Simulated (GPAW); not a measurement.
# GeCN2 (R-3m) in GPAW: notebook

Aim: see how the results for GeCN2 move with the level of theory and the settings. Levels: r2SCAN, TB-mBJ, PBEsol. Tasks: band structure, single point.

Everything below comes from runs of GPAW 26.7.0. Logs are shortened: lines on timing, memory, paths and dates and some standing lists are left out, and cuts for length are marked. The log counts tension as positive stress, the text compression.

### 1 The crystal as given

It takes space group R-3m (No. 166, trigonal). The conventional cell has a = 3.588 Å, b = 3.588 Å, c = 14.766 Å, α = 90.00°, β = 90.00°, γ = 120.00°. Ge (site symmetry -3m) has 6 N at 2.40 Å as nearest neighbours. Around N (site symmetry 3m) lie 1 C at 1.24 Å. C (site symmetry -3m) has 2 N at 1.24 Å as nearest neighbours.

The cell comes from a database or a generator and needn't be the stable form of this composition.

### 2 Band structure, r2SCAN

run.py

```python
from ase import Atoms
from ase.dft.bandgap import bandgap
from ase.io import write
from ase.units import GPa
from gpaw import GPAW, PW

atoms = Atoms(['Ge', 'N', 'N', 'C'],
              cell=[[1.7937903697, 1.0356453528, 4.9219572124],
                    [-1.7937903697, 1.0356453528, 4.9219572124],
                    [0.0, -2.0712907056, 4.9219572124]],
              scaled_positions=[[0.0, 0.0, 0.0],
                                [0.5839044, 0.5839044, 0.5839044],
                                [0.4160956, 0.4160956, 0.4160956],
                                [0.5, 0.5, 0.5]],
              pbc=True)

calc = GPAW(mode=PW(800),
            xc='MGGA_X_R2SCAN+MGGA_C_R2SCAN',
            kpts={'size': (6, 6, 6), 'gamma': True},
            occupations={'name': 'fermi-dirac', 'width': 0.05},
            nbands=20,
            convergence={'density': 1e-05, 'energy': 1e-05},
            maxiter=150,
            txt='gpaw.txt')
atoms.calc = calc
energy = atoms.get_potential_energy()
forces = atoms.get_forces()
stress = atoms.get_stress()
calc.write('gs.gpw')
write('result.traj', atoms)
print(f'Energy: {energy:.6f} eV')
print('Forces (eV/A):')
print(forces.round(4))
print('Stress (GPa):', (stress / GPa).round(3))
print('Fermi level:', round(calc.get_fermi_level(), 4), 'eV')
print(f'Gap: {bandgap(calc)[0]:.4f} eV, direct: {bandgap(calc, direct=True)[0]:.4f} eV')

path = atoms.cell.bandpath('GLB1,BZGX,QFP1Z,LP', npoints=60, eps=1e-4)
bs_calc = calc.fixed_density(kpts=path, symmetry='off', nbands=33,
                             convergence={'bands': 'CBM+6.0', 'eigenstates': 1e-6}, txt='bands.txt')
bs = bs_calc.band_structure()
bs.write('bs.json')
print(f'Gap on the path: {bandgap(bs_calc)[0]:.4f} eV')
```

Potentials or basis: GPAW PAW data sets (gpaw-data 1.2.1), pw.

On the command line:

```sh
$ OMP_NUM_THREADS=1 python run.py
```

gpaw.txt:

```text
__  _  _
 | _ |_)|_||  |
 |__||  | ||/\| - 26.7.0

Input parameters:
  mode=PW(ecut=800.0),
  convergence={'density': 1e-05, 'energy': 1e-05},
  kpts=MonkhorstPack(size=(6, 6, 6), gamma=True),
  maxiter=150,
  nbands=20,
  occupations=Occupations(name='fermi-dirac', width=0.05),
  xc=XC(name='MGGA_X_R2SCAN+MGGA_C_R2SCAN')

Diagonalizing LCAO Hamiltonian
Converting LCAO to pw mode

       N
       C

       N

       Ge

Atoms  # Å, Bohr magnetons
|   | symbol |         x |         y |        z |    initial magnetic moments |
|---|--------|-----------|-----------|----------|-----------------------------|
| 0 |     Ge |  0.000000 |  0.000000 | 0.000000 | ( 0.0000,  0.0000,  0.0000) |
| 1 |      N | -0.000000 | -0.000000 | 8.621857 | ( 0.0000,  0.0000,  0.0000) |
| 2 |      N | -0.000000 |  0.000000 | 6.144014 | ( 0.0000,  0.0000,  0.0000) |
| 3 |      C |  0.000000 |  0.000000 | 7.382936 | ( 0.0000,  0.0000,  0.0000) |

Unit cell  # Å
| periodic |         x |         y |        z |  lengths |    angles |
|----------|-----------|-----------|----------|----------|-----------|
|      yes |  1.793790 |  1.035645 | 4.921957 | 5.340029 | 39.256253 |
|      yes | -1.793790 |  1.035645 | 4.921957 | 5.340029 | 39.256253 |
|      yes |  0.000000 | -2.071291 | 4.921957 | 5.340029 | 39.256253 |

Number of symmetries: 12
Symmetry operations  # r_c * U_cc + t_c -> r_c
|    | kind |            matrix            |
|----|------|------------------------------|
|  0 |  E   |  1, 0, 0,  0, 1, 0,  0, 0, 1 |
|  1 |  σ   |  1, 0, 0,  0, 0, 1,  0, 1, 0 |
|  2 |  σ   |  0, 1, 0,  1, 0, 0,  0, 0, 1 |
|  3 |  C3  |  0, 1, 0,  0, 0, 1,  1, 0, 0 |
|  4 |  C3  |  0, 0, 1,  1, 0, 0,  0, 1, 0 |
|  5 |  σ   |  0, 0, 1,  0, 1, 0,  1, 0, 0 |
|  6 |  C2  |  0, 0,-1,  0,-1, 0, -1, 0, 0 |
|  7 |  S6  |  0, 0,-1, -1, 0, 0,  0,-1, 0 |
|  8 |  S6  |  0,-1, 0,  0, 0,-1, -1, 0, 0 |
|  9 |  C2  |  0,-1, 0, -1, 0, 0,  0, 0,-1 |
| 10 |  C2  | -1, 0, 0,  0, 0,-1,  0,-1, 0 |
| 11 |  i   | -1, 0, 0,  0,-1, 0,  0, 0,-1 |

BZ-sampling:
  Number of BZ points: 216
  Number of IBZ points: 32

  Monkhorst-Pack size: [6, 6, 6]
  Monkhorst-Pack shift: [0.08333333333333333, 0.08333333333333333, 0.08333333333333333]

K-points  # in reciprocal-cell coordinates
|     |                                coordinates |     weight |
|-----|--------------------------------------------|------------|
|   0 | (  0.00000000,   0.00000000,   0.00000000) | 0.00462963 |
|   1 | (  0.16666667,   0.00000000,  -0.16666667) | 0.02777778 |
|   2 | (  0.16666667,   0.00000000,   0.00000000) | 0.02777778 |
|   3 | (  0.16666667,   0.16666667,  -0.16666667) | 0.02777778 |
|   4 | (  0.16666667,   0.16666667,   0.00000000) | 0.02777778 |
|   5 | (  0.16666667,   0.16666667,   0.16666667) | 0.00925926 |
|   6 | (  0.33333333,  -0.16666667,  -0.16666667) | 0.02777778 |
|   7 | (  0.33333333,   0.00000000,  -0.33333333) | 0.02777778 |
|   8 | (  0.33333333,   0.00000000,  -0.16666667) | 0.05555556 |
|   9 | (  0.33333333,   0.00000000,   0.00000000) | 0.02777778 |
| ... |                                            |            |
|  31 | (  0.50000000,   0.50000000,   0.50000000) | 0.00462963 |

Plane wave coefficients: 2836
Cutoff: 800.0 eV

Spin-components: 1 (collinear spins)
Bands:           20
Projectors:      20
Spin-degeneracy: 2
Datatype:        complex128

Parallelization:
  kpt:    1
  domain: 1
  band:   1

Density:
  Valence electrons: 18.0
  Components: 1
  Grid points: [35 35 35]
  Charge: 0.0  # |e|

Potential:
  Grid points: [35 35 35]

species:
  Ge:
    name:    Germanium
    Z:       32.0
    valence: 4
    core:    28
    charge:  0.0  # [|e|]
    compensation charges:
      type: gauss
      rc: 0.32  # [Å]
      lmax: 2
    cutoffs:
      filter: 1.77  # [Å]
      core: 3.42  # [Å]
    projectors
    | kind |    occ | energy [eV] | rcut [Å] |
    |------|--------|-------------|----------|
    |   4s |  2.000 |     -11.726 |    1.005 |
    |   4p |  2.000 |      -3.896 |    1.005 |
    |    s |        |      15.485 |    1.005 |
    |    p |        |      23.315 |    1.005 |
    |    d |        |       0.000 |    1.005 |

    Using partial waves for Ge as LCAO basis

  N:
    name:    Nitrogen
    Z:       7.0
    valence: 5
    core:    2
    charge:  0.0  # [|e|]
    compensation charges:
      type: gauss
      rc: 0.18  # [Å]
      lmax: 2
    cutoffs:
      filter: 1.11  # [Å]
      core: 0.96  # [Å]
    projectors
    | kind |    occ | energy [eV] | rcut [Å] |
    |------|--------|-------------|----------|
    |   2s |  2.000 |     -18.583 |    0.603 |
    |   2p |  3.000 |      -7.089 |    0.529 |
    |    s |        |       8.629 |    0.603 |
    |    p |        |      20.123 |    0.529 |
    |    d |        |       0.000 |    0.577 |

    Using partial waves for N as LCAO basis

  C:
    name:    Carbon
    Z:       6.0
    valence: 4
    core:    2
    charge:  0.0  # [|e|]
    compensation charges:
      type: gauss
      rc: 0.20  # [Å]
      lmax: 2
    cutoffs:
      filter: 1.14  # [Å]
      core: 1.14  # [Å]
    projectors
    | kind |    occ | energy [eV] | rcut [Å] |
    |------|--------|-------------|----------|
    |   2s |  2.000 |     -13.751 |    0.635 |
    |   2p |  2.000 |      -5.284 |    0.635 |
    |    s |        |      13.461 |    0.635 |
    |    p |        |      21.927 |    0.635 |
    |    d |        |       0.000 |    0.635 |

    Using partial waves for C as LCAO basis

Reference energy: -61088.708976  # eV

eigensolver:
  PPCG
  Converge bands: occupied
  niter=2

density mixing:
  MSR1-Mixer
  Pratt-step length: 0.05
  Maximum mixing coefficient: 0.75
  Old densities: 10
  SVD Regularization: 0.005
  Good broyden scale: 1.0
  Trust region scale: 1.0
  Backstep threshold: 4.0
  History deletion threshold: 6.0
  Fourier metric: weight=20.0, sigma=0.015

occupation numbers:
  Fermi-Dirac:
    width: 0.0500  # eV

poisson solver:
  ecut: 6400.0  # eV

xc functional:
  name: MGGA_X_R2SCAN+MGGA_C_R2SCAN with 2 nearest neighbor stencil

convergence criteria:
[... 6 lines left out ...]
|iter     | |      energy | eigst |  dens |
|---------|-|-------------|-------|-------|
|iter:   1| |  -47.955725 | +0.37 |       |
|iter:   2| |  -41.325062 | -1.31 | -0.71 |
|iter:   3| |  -39.385815 | -0.76 | -0.76 |
|iter:   4| |  -39.378026 | -2.01 | -1.36 |
|iter:   5| |  -39.373688 | -2.59 | -1.67 |
|iter:   6| |  -39.373594 | -3.36 | -1.91 |
|iter:   7| |  -39.373758c| -4.58 | -2.83 |
|iter:   8| |  -39.373776 | -6.03 | -3.33 |
|iter:   9| |  -39.373778c| -7.14 | -3.94 |
|iter:  10| |  -39.373778c| -7.94c| -4.93 |
|iter:  11| |  -39.373778c| -8.59c| -5.48c|

Converged in 11 steps
Energy contributions relative to reference atoms: (reference = -61088.708976)

Energy contributions:
  Kinetic:          22.941305
  Coulomb:         -25.351821
  Zero:              0.123944
  External:          0.000000
  Xc:              -37.087205
  Entropy:          -0.000000
  Spinorbit:         0.000000
  ----------------------------
  Free energy:     -39.373778
  Extrapolated:    -39.373778

dipole moment: (-0.000000, 0.000000, -48.639068)  # |e|*Ang

Fermi level: 5.215
Eigenvalues  # (at kpt = [0.000, 0.000, 0.000])
| band index |      eig [eV] | occ [0-2] |
|------------|---------------|-----------|
|          0 |       -15.874 |     2.000 |
|          1 |       -13.576 |     2.000 |
|          2 |        -6.627 |     2.000 |
|          3 |        -1.261 |     2.000 |
|          4 |        -0.921 |     2.000 |
|          5 |        -0.921 |     2.000 |
[... 9 lines left out ...]
|         15 |        14.985 |     0.000 |
|         16 |        15.803 |     0.000 |
|        ... |               |           |
|         19 |        19.365 |     0.000 |

Gap: 1.148 eV
Transition (v -> c):
  (s=0, k=29, n=8, [0.50, 0.50, 0.17]) -> (s=0, k=31, n=9, [0.50, 0.50, 0.50])
Direct/indirect transitions are different
Direct gap: 2.210 eV
Transition at: (s=0, k=28, n=8, [0.50, 0.50, 0.00])

Forces  # eV/Ang
|        x |       y |        z |
|----------|---------|----------|
|  0.00000 | 0.00000 |  0.00000 |  # Ge   0
|  0.00000 | 0.00000 | -0.46081 |  # N    1
|  0.00000 | 0.00000 |  0.46081 |  # N    2
| -0.00000 | 0.00000 |  0.00000 |  # C    3

Stress tensor  # eV/Ang^3
|        x |        y |        z |
|----------|----------|----------|
| 0.018073 | 0.000000 | 0.000000 |
| 0.000000 | 0.018073 | 0.000000 |
| 0.000000 | 0.000000 | 0.041352 |

# Writing to gs.gpw (mode='')
```

stdout:

```text
<dir> UserWarning: The angles between your unit-cell vectors are 39.3, 39.3 and 39.3 degrees.  Results may be wrong!  Please Niggli-reduce your unit-cell so that the angles are closer to 90 degrees:

  from ase.build import niggli_reduce
  niggli_reduce(atoms)

  warnings.warn(
Energy: -39.373778 eV
Forces (eV/A):
[[ 0.      0.      0.    ]
 [ 0.      0.     -0.4608]
 [ 0.      0.      0.4608]
 [-0.      0.      0.    ]]
Stress (GPa): [2.896 2.896 6.625 0.    0.    0.   ]
Fermi level: 5.2149 eV
Gap: 1.1478 eV, direct: 2.2097 eV
Gap on the path: 1.1554 eV
```

bands.txt:

```text
Diagonalizing LCAO Hamiltonian
Converting LCAO to pw mode
convergence criteria:
- Maximum integral of absolute [eigenst]ate change: 1e-06 eV^2 / valence electron
maximum number of iterations: 150

SCF iterations
|iter     | |      energy | eigst |  dens |
|---------|-|-------------|-------|-------|
|iter:   1| |             | +0.95 |       |
|iter:   2| |             | -1.02 |       |
[... 65 lines left out ...]
         [ 0.51687875,  0.51687875,  0.4662425 ],
         [ 0.5       ,  0.5       ,  0.5       ],
         [ 0.5       ,  0.        ,  0.        ],
         [ 0.57595437,  0.08702281,  0.08702281],
         [ 0.65190875,  0.17404563,  0.17404563],
         [ 0.72786312,  0.26106844,  0.26106844],
         [ 0.80381749,  0.34809125,  0.34809125]])),
  maxiter=150,
  nbands=33,
  occupations=Occupations(name='fermi-dirac', width=0.05),
  symmetry=Symmetry(point_group=False, time_reversal=False),
  xc=XC(name='MGGA_X_R2SCAN+MGGA_C_R2SCAN')
```

It took 7.7 min on 1 thread of Arm Neoverse V2, shared host; peak memory 0.48 GiB.

Results:

```
Free energy             : -39.3738 eV
Pressure                : -4.1 GPa
Largest force           : 0.461 eV/Å
Band gap on the k mesh  : 1.15 eV, indirect (least direct gap 2.21 eV)
Band gap along the path : 1.16 eV, indirect (least direct gap 2.12 eV)
```

Forces in eV/Å, atoms in the order of the input:
```
Ge   0.000  0.000  0.000
N    0.000  0.000 -0.461
N    0.000  0.000  0.461
C    0.000  0.000  0.000
```

Levels at the corners of the path, in eV from the valence-band top:
| point | band 6 | band 7 | band 8 | band 9 | band 10 | band 11 | band 12 | band 13 |
| --- | --- | --- | --- | --- | --- | --- | --- | --- |
| Γ | -5.50 | -2.30 | -2.08 | -2.08 | 2.66 | 3.43 | 3.43 | 5.30 |
| L | -5.66 | -4.12 | -3.43 | -3.42 | 3.01 | 5.36 | 5.51 | 5.94 |
| B1 | -6.75 | -5.18 | -3.26 | -0.80 | 2.35 | 3.81 | 4.95 | 6.85 |
| B | -6.75 | -5.18 | -3.26 | -0.80 | 2.35 | 3.81 | 4.95 | 6.85 |
| Z | -5.50 | -2.17 | -2.17 | -1.23 | 1.16 | 5.01 | 5.01 | 5.33 |
| Γ | -5.50 | -2.30 | -2.08 | -2.08 | 2.66 | 3.43 | 3.43 | 5.30 |
| X | -6.40 | -5.46 | -3.21 | -1.03 | 2.66 | 3.62 | 5.21 | 6.86 |
| Q | -6.40 | -5.46 | -3.21 | -1.03 | 2.66 | 3.62 | 5.21 | 6.86 |
| F | -6.26 | -6.15 | -1.93 | 0.00 | 2.21 | 2.26 | 4.22 | 6.78 |
| P1 | -6.03 | -5.48 | -2.37 | -0.75 | 2.83 | 2.94 | 3.78 | 6.83 |
| Z | -5.50 | -2.17 | -2.17 | -1.23 | 1.16 | 5.01 | 5.01 | 5.33 |
| L | -5.66 | -4.12 | -3.43 | -3.42 | 3.01 | 5.36 | 5.51 | 5.94 |
| P | -6.03 | -5.48 | -2.37 | -0.75 | 2.83 | 2.94 | 3.78 | 6.83 |

Caveat: the PAW data sets were made with another functional, which shifts forces and pressure a little; the program warned that so skewed a cell can give wrong results. r2SCAN opens gaps a little over a GGA but as a rule still falls short of measured ones.

### 3 Single point, TB-mBJ

run.py

```python
from ase import Atoms
from ase.dft.bandgap import bandgap
from ase.io import write
from gpaw import GPAW, PW

atoms = Atoms(['Ge', 'N', 'N', 'C'],
              cell=[[1.7937903697, 1.0356453528, 4.9219572124],
                    [-1.7937903697, 1.0356453528, 4.9219572124],
                    [0.0, -2.0712907056, 4.9219572124]],
              scaled_positions=[[0.0, 0.0, 0.0],
                                [0.5839044, 0.5839044, 0.5839044],
                                [0.4160956, 0.4160956, 0.4160956],
                                [0.5, 0.5, 0.5]],
              pbc=True)

calc = GPAW(mode=PW(800),
            xc='TB09',
            kpts={'size': (6, 6, 6), 'gamma': True},
            occupations={'name': 'fermi-dirac', 'width': 0.05},
            nbands=20,
            convergence={'density': 1e-05, 'energy': 1e-05},
            eigensolver='cg',
            maxiter=150,
            txt='gpaw.txt')
atoms.calc = calc
energy = atoms.get_potential_energy()
calc.write('gs.gpw')
write('result.traj', atoms)
print('Fermi level:', round(calc.get_fermi_level(), 4), 'eV')
print(f'Gap: {bandgap(calc)[0]:.4f} eV, direct: {bandgap(calc, direct=True)[0]:.4f} eV')
```

Potentials or basis: GPAW PAW data sets for LDA (gpaw-data 1.2.1), pw.

On the command line:

```sh
$ OMP_NUM_THREADS=1 python run.py
```

Run time: 7.5 min. Hardware: 1 thread of Arm Neoverse V2, shared host; peak memory 0.34 GiB.

Results (log left out):

```yaml
Band_gap_on_the_k_mesh: 1.81 eV, indirect (least direct gap 2.43 eV)
```

Levels at points of the mesh, in eV from the valence-band top:
```csv
k point,band 7,band 8,band 9,band 10,band 11,band 12
"(0.00, 0.00, 0.00)",-2.40,-2.40,-2.25,3.03,3.62,3.62
"(0.50, 0.00, 0.00)",-4.15,-3.55,-3.16,3.39,5.57,5.65
"(0.50, 0.50, 0.00)",-6.11,-2.27,0.00,2.43,2.51,4.42
"(0.50, 0.50, 0.50)",-2.45,-2.45,-1.35,1.81,5.25,5.25
```

Caveat: a model potential gives levels but no total energy; the PAW data sets were made with another functional, which shifts forces and pressure a little. A k mesh can miss the band edges.

[end of part 1 of 2]
